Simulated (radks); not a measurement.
**Ionising terbium step by step, Tb⁴⁴⁺ to Tb⁶⁴⁺**

Aim: the successive ionisation energies of terbium, each ion in the ground configuration that NIST lists, set against the tabulated values. Each value is a difference of total energies (Δ-SCF).

Method: scalar-relativistic Kohn-Sham, PBEsol, spin-polarised, spherical densities, finite nucleus; open shells are filled with parallel spins first. Code: radks (a radial shooting solver on a logarithmic mesh, Libxc functionals) version 1.

## (1) The atom as given

| Quantity | Value |
| --- | --- |
| element | terbium (Z = 65) |
| charges | 44 to 64 |
| first configuration | [Ar] 3d3 |
| last configuration | 1s1 |

Outer shells as boxes (Hund's rule):

Tb⁴⁴⁺
```
[Ar] core
3d [↑ ][↑ ][↑ ][  ][  ]
```

Tb⁶⁴⁺
```
1s [↑ ]
```

## (2) Tb⁴⁴⁺, [Ar] 3d3

Settings of this run:

```text
Z 65
configuration [Ar] 3d3
relativity scalar-relativistic
functional pbe_sol,pbe_sol
spin polarised
nucleus finite rms 5.06 fm
c 137.035999084
```

## (3) Tb⁴⁵⁺, [Ar] 3d2

Settings, as their differences from step 2:

```diff
@@ -1,3 +1,3 @@
 Z 65
-configuration [Ar] 3d3
+configuration [Ar] 3d2
 relativity scalar-relativistic
```

## (4) Tb⁴⁶⁺, [Ar] 3d1

Settings, as their differences from step 3:

```diff
@@ -1,3 +1,3 @@
 Z 65
-configuration [Ar] 3d2
+configuration [Ar] 3d1 4s0 4p0
 relativity scalar-relativistic
```

## (5) Tb⁴⁷⁺, [Ar]

Settings, as their differences from step 4:

```diff
@@ -1,3 +1,3 @@
 Z 65
-configuration [Ar] 3d1 4s0 4p0
+configuration [Ar]
 relativity scalar-relativistic
```

## (6) Tb⁴⁸⁺, [Ne] 3s2 3p5

Settings, as their differences from step 5:

```diff
@@ -1,3 +1,3 @@
 Z 65
-configuration [Ar]
+configuration [Ne] 3s2 3p5
 relativity scalar-relativistic
```

## (7) Tb⁴⁹⁺, [Ne] 3s2 3p4

Settings, as their differences from step 6:

```diff
@@ -1,3 +1,3 @@
 Z 65
-configuration [Ne] 3s2 3p5
+configuration [Ne] 3s2 3p4
 relativity scalar-relativistic
```

## (8) Tb⁵⁰⁺, [Ne] 3s2 3p3

Settings, as their differences from step 7:

```diff
@@ -1,3 +1,3 @@
 Z 65
-configuration [Ne] 3s2 3p4
+configuration [Ne] 3s2 3p3
 relativity scalar-relativistic
```

## (9) Tb⁵¹⁺, [Ne] 3s2 3p2

Settings, as their differences from step 8:

```diff
@@ -1,3 +1,3 @@
 Z 65
-configuration [Ne] 3s2 3p3
+configuration [Ne] 3s2 3p2 4s0 3d0
 relativity scalar-relativistic
```

## (10) Tb⁵²⁺, [Ne] 3s2 3p1

Settings of this run:

```text
Z 65
configuration [Ne] 3s2 3p1 4s0 3d0
relativity scalar-relativistic
functional pbe_sol,pbe_sol
spin polarised
nucleus finite rms 5.06 fm
c 137.035999084
```

## (11) Tb⁵³⁺, [Ne] 3s2

Settings, as their differences from step 10:

```diff
@@ -1,3 +1,3 @@
 Z 65
-configuration [Ne] 3s2 3p1 4s0 3d0
+configuration [Ne] 3s2
 relativity scalar-relativistic
```

## (12) Tb⁵⁴⁺, [Ne] 3s1

Settings, as their differences from step 11:

```diff
@@ -1,3 +1,3 @@
 Z 65
-configuration [Ne] 3s2
+configuration [Ne] 3s1
 relativity scalar-relativistic
```

## (13) Tb⁵⁵⁺, [Ne]

Settings, as their differences from step 12:

```diff
@@ -1,3 +1,3 @@
 Z 65
-configuration [Ne] 3s1
+configuration [Ne]
 relativity scalar-relativistic
```

## (14) Tb⁵⁶⁺, [He] 2s2 2p5

Settings, as their differences from step 13:

```diff
@@ -1,3 +1,3 @@
 Z 65
-configuration [Ne]
+configuration [He] 2s2 2p5
 relativity scalar-relativistic
```

## (15) Tb⁵⁷⁺, [He] 2s2 2p4

Settings, as their differences from step 14:

```diff
@@ -1,3 +1,3 @@
 Z 65
-configuration [He] 2s2 2p5
+configuration [He] 2s2 2p4
 relativity scalar-relativistic
```

## (16) Tb⁵⁸⁺, [He] 2s2 2p3

Settings, as their differences from step 15:

```diff
@@ -1,3 +1,3 @@
 Z 65
-configuration [He] 2s2 2p4
+configuration [He] 2s2 2p3
 relativity scalar-relativistic
```

## (17) Tb⁵⁹⁺, [He] 2s2 2p2

Settings, as their differences from step 16:

```diff
@@ -1,3 +1,3 @@
 Z 65
-configuration [He] 2s2 2p3
+configuration [He] 2s2 2p2
 relativity scalar-relativistic
```

## (18) Tb⁶⁰⁺, [He] 2s2 2p1

Settings, as their differences from step 17:

```diff
@@ -1,3 +1,3 @@
 Z 65
-configuration [He] 2s2 2p2
+configuration [He] 2s2 2p1 3s0 3p0
 relativity scalar-relativistic
```

## (19) Tb⁶¹⁺, [He] 2s2

Settings, as their differences from step 18:

```diff
@@ -1,3 +1,3 @@
 Z 65
-configuration [He] 2s2 2p1 3s0 3p0
+configuration [He] 2s2
 relativity scalar-relativistic
```

## (20) Tb⁶²⁺, [He] 2s1

Settings, as their differences from step 19:

```diff
@@ -1,3 +1,3 @@
 Z 65
-configuration [He] 2s2
+configuration [He] 2s1
 relativity scalar-relativistic
```

## (21) Tb⁶³⁺, [He]

Settings, as their differences from step 20:

```diff
@@ -1,3 +1,3 @@
 Z 65
-configuration [He] 2s1
+configuration [He]
 relativity scalar-relativistic
```

## (22) Tb⁶⁴⁺, 1s1

Settings, as their differences from step 21:

```diff
@@ -1,3 +1,3 @@
 Z 65
-configuration [He]
+configuration 1s1
 relativity scalar-relativistic
```

Before running it: what results should come out? Wanted: for each run, species; configuration; Δ-SCF; −ε(HOMO); NIST; error.

As calculated:

```tsv
species	configuration	Δ-SCF (eV)	−ε(HOMO) (eV)	NIST (eV)	error (%)
Tb⁴⁴⁺	[Ar] 3d3	3560.4	3504.3	3573 (theory)	-0.4
Tb⁴⁵⁺	[Ar] 3d2	3675.8	3619.3	3698 (theory)	-0.6
Tb⁴⁶⁺	[Ar] 3d1	3791.9	3735.1	3814 (theory)	-0.6
Tb⁴⁷⁺	[Ar]	4200.4	4151.1	4139 (theory)	+1.5
Tb⁴⁸⁺	[Ne] 3s2 3p5	4302.6	4253.6	4242 (theory)	+1.4
Tb⁴⁹⁺	[Ne] 3s2 3p4	4403.2	4355.2	4355 (theory)	+1.1
Tb⁵⁰⁺	[Ne] 3s2 3p3	4536.4	4485.4	4460 (theory)	+1.7
Tb⁵¹⁺	[Ne] 3s2 3p2	4641.3	4590.7	4760 (theory)	-2.5
Tb⁵²⁺	[Ne] 3s2 3p1	4744.5	4694.9	4877 (theory)	-2.7
Tb⁵³⁺	[Ne] 3s2	5116.3	5071.7	5103 (theory)	+0.3
Tb⁵⁴⁺	[Ne] 3s1	5228.8	5183.8	5217 (theory)	+0.2
Tb⁵⁵⁺	[Ne]	11915.6	11778.6	11673 (theory)	+2.1
Tb⁵⁶⁺	[He] 2s2 2p5	12197.4	12061.4	11957 (theory)	+2.0
Tb⁵⁷⁺	[He] 2s2 2p4	12474.1	12341.3	12272 (theory)	+1.6
Tb⁵⁸⁺	[He] 2s2 2p3	12851.3	12708.8	12563 (theory)	+2.3
Tb⁵⁹⁺	[He] 2s2 2p2	13142.7	13001.1	13658 (theory)	-3.8
Tb⁶⁰⁺	[He] 2s2 2p1	13428.4	13290.2	14003 (theory)	-4.1
Tb⁶¹⁺	[He] 2s2	14459.9	14353.3	14434 (theory)	+0.2
Tb⁶²⁺	[He] 2s1	14743.4	14635.2	14721.0 (theory)	+0.2
Tb⁶³⁺	[He]	59890	59453	59741.1 (theory)	+0.2
Tb⁶⁴⁺	1s1	61097	60656	61050 (theory)	+0.1
```

Reference values: NIST Atomic Spectra Database (exp. measured, semi-emp. semi-empirical, theory a theoretical value adopted there). The steepest step, after dividing by the final charge, comes at Tb⁶³⁺ in [He], where the value goes from 14743.4 to 59890 eV. There the highest level belongs to another shell. Minus the highest eigenvalue gives 98 to 99 % of the Δ-SCF value along the ladder. Open shells are spherical and high-spin; term and fine-structure splittings are not resolved. Spin-orbit splitting is averaged out at the scalar-relativistic level.
